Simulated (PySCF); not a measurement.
# C3H5ClOSi: the cost of one run

Computed with PySCF 2.14.0, with density-fitted response routines of our own, on a single molecule in the gas phase. Atoms count from 0, in the outputs and in this text.

## 1. The molecule as given

11 atoms, charge 0, multiplicity 1; geometry from: PBE0-D3(BJ)/def2-SVP.

Bonds of the start (Å): C0–C1 1.34, C1–C2 1.47, C2–O3 1.21, C1–Si4 1.88, Si4–Cl5 2.08, C0–H6 1.10, C0–H7 1.09, C2–H8 1.12, Si4–H9 1.49, Si4–H10 1.49.

## 2. Nuclear shieldings: HF/pcSseg-2

Job settings and geometry (Å):

```
{"job": {"kind": "nmr", "xc": "HF", "basis": "pcSseg-2", "pop": false}, "charge": 0, "multiplicity": 1}
C     -0.606038    -0.745062     1.262159
C     -0.308448    -0.042579     0.158853
C     -1.362222     0.697306    -0.558011
O     -1.133651     1.352679    -1.547350
Si     1.403667     0.110396    -0.608369
Cl     2.679727    -1.044647     0.556112
H     -1.632976    -0.782955     1.646776
H      0.158314    -1.301539     1.813591
H     -2.398564     0.619499    -0.139404
H      1.893083     1.512546    -0.573079
H      1.423349    -0.433578    -1.990497
```

Method: GIAO HF/pcSseg-2 NMR shielding, non-relativistic, gas phase.

Launch:

```
OMP_NUM_THREADS=1 python probes_run.py task.json out
```

The driver reads the jobs from task.json and runs them one after another.

Q: Estimate the wall time and peak memory of this first job on 1 thread of Arm Neoverse V1, shared host.

About 23 s, with a peak of 1.2 GiB.
